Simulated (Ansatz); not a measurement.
**CH₅GeN (SMILES N=[CH][GeH3]): one structure at several levels**

Aim: energy, forces and dipole at a structure displaced at random from a GFN2-xTB minimum, from CCSD(T) and from density functionals.

Method: single points in def2-TZVPP; program: Ansatz 0.2.0, Gaussian basis.

Correlated methods freeze the cores. Filled d shells of the heavier atoms are correlated.

## Step 1: The starting structure

8 atoms, charge 0, spin multiplicity 1.

Atoms are counted from 1 here; the program's logs count them from 0.

Bond lengths: N1–C2 1.190 Å, N1–H4 0.988 Å, C2–Ge3 2.018 Å, C2–H5 1.076 Å, Ge3–H6 1.479 Å, Ge3–H7 1.533 Å, Ge3–H8 1.509 Å. Angles: C2–N1–H4 119.0°, N1–C2–Ge3 128.9°, N1–C2–H5 117.8°, Ge3–C2–H5 112.8°, C2–Ge3–H6 108.6°, C2–Ge3–H7 109.6°, C2–Ge3–H8 112.8°, H6–Ge3–H7 106.9°, H6–Ge3–H8 107.5°, H7–Ge3–H8 111.1°.

As a file:

```csv
atom,x (Å),y (Å),z (Å)
N1,-1.4465,0.4939,-1.1150
C2,-0.3101,0.6131,-0.7817
Ge3,0.6984,-0.3746,0.6603
H4,-2.0358,-0.1104,-0.6009
H5,0.3278,1.2344,-1.3852
H6,0.0577,-0.0912,1.9633
H7,0.5849,-1.8857,0.4261
H8,2.1420,0.0524,0.7610
```

## Step 2: CCSD(T)/def2-TZVPP

Input file run/in.yaml:

```yaml
crystal:
  periodic: [false, false, false]
  atoms:
    - {symbol: N, position_ang: [-1.446500, 0.493900, -1.115000]}
    - {symbol: C, position_ang: [-0.310100, 0.613100, -0.781700]}
    - {symbol: Ge, position_ang: [0.698400, -0.374600, 0.660300]}
    - {symbol: H, position_ang: [-2.035800, -0.110400, -0.600900]}
    - {symbol: H, position_ang: [0.327800, 1.234400, -1.385200]}
    - {symbol: H, position_ang: [0.057700, -0.091200, 1.963300]}
    - {symbol: H, position_ang: [0.584900, -1.885700, 0.426100]}
    - {symbol: H, position_ang: [2.142000, 0.052400, 0.761000]}
basis:
  gaussian: {orbitals: def2-TZVPP}
correlation: {method: ccsd_t}
output: {forces: true}
```

The command line of these runs was not kept.

## Step 3: PBE0-D4/def2-TZVPP

run/in.yaml: that of step 2 with these lines changed.

```diff
@@ -13,3 +13,3 @@
   gaussian: {orbitals: def2-TZVPP}
-correlation: {method: ccsd_t}
-output: {forces: true}
+hamiltonian: {xc: pbe0, dispersion: d4}
+output: {forces: true, orbitals: {seedname: orbitals}}
```

## Step 4: wB97M-V/def2-TZVPP

run/in.yaml: that of step 3 with these lines changed.

```diff
@@ -13,3 +13,3 @@
   gaussian: {orbitals: def2-TZVPP}
-hamiltonian: {xc: pbe0, dispersion: d4}
-output: {forces: true, orbitals: {seedname: orbitals}}
+hamiltonian: {xc: {name: wB97M-V}}
+output: {forces: true}
```

## Step 5: r2SCAN-D4/def2-TZVPP

run/in.yaml: that of step 4 with these lines changed.

```diff
@@ -13,3 +13,3 @@
   gaussian: {orbitals: def2-TZVPP}
-hamiltonian: {xc: {name: wB97M-V}}
+hamiltonian: {xc: r2scan, dispersion: d4}
 output: {forces: true}
```

## Step 6: PBE-D4/def2-TZVPP

run/in.yaml: that of step 5 with these lines changed.

```diff
@@ -13,3 +13,3 @@
   gaussian: {orbitals: def2-TZVPP}
-hamiltonian: {xc: r2scan, dispersion: d4}
+hamiltonian: {xc: pbe, dispersion: d4}
 output: {forces: true}
```

## Step 7: wB97X-V/def2-TZVPP

run/in.yaml: that of step 6 with these lines changed.

```diff
@@ -13,3 +13,3 @@
   gaussian: {orbitals: def2-TZVPP}
-hamiltonian: {xc: pbe, dispersion: d4}
+hamiltonian: {xc: {name: wB97X-V}}
 output: {forces: true}
```

## Step 8: r2SCANh-D4/def2-TZVPP

run/in.yaml: that of step 7 with these lines changed.

```diff
@@ -13,3 +13,3 @@
   gaussian: {orbitals: def2-TZVPP}
-hamiltonian: {xc: {name: wB97X-V}}
+hamiltonian: {xc: {name: r2SCANh}, dispersion: d4}
 output: {forces: true}
```

(Steps that only read results are left out.)

**Question.** What will these runs give? Wanted: energy less free atoms, CCSD(T)/def2-TZVPP; RMS force component; RMS force error; HOMO and LUMO, PBE0-D4; T1 diagnostic.

**Answer**, as computed:

| quantity | value |
| --- | --- |
| energy less free atoms, CCSD(T)/def2-TZVPP | -2479.9 kJ/mol |
| RMS force component | 1.750 to 2.106 eV/Å over the methods |
| RMS force error | PBE0-D4 0.365, wB97M-V 0.293, r2SCAN-D4 0.331, PBE-D4 0.288, wB97X-V 0.231, r2SCANh-D4 0.367 eV/Å |
| HOMO and LUMO, PBE0-D4 | -6.81 and -0.59 eV |
| T1 diagnostic | 0.012 |

**Reading.** Against CCSD(T) the functionals' energies less atoms differ by -105.9 to -40.8 kJ/mol, PBE-D4 by -105.9 kJ/mol. CCSD(T) in triple zeta still lacks some correlation energy of the bonds, so part of these gaps is its own basis error and they don't rank the functionals. For forces wB97X-V does best and r2SCANh-D4 worst. Frozen-core CCSD(T) forces in triple zeta carry basis errors of their own, and this is one geometry, so small gaps rank nothing.
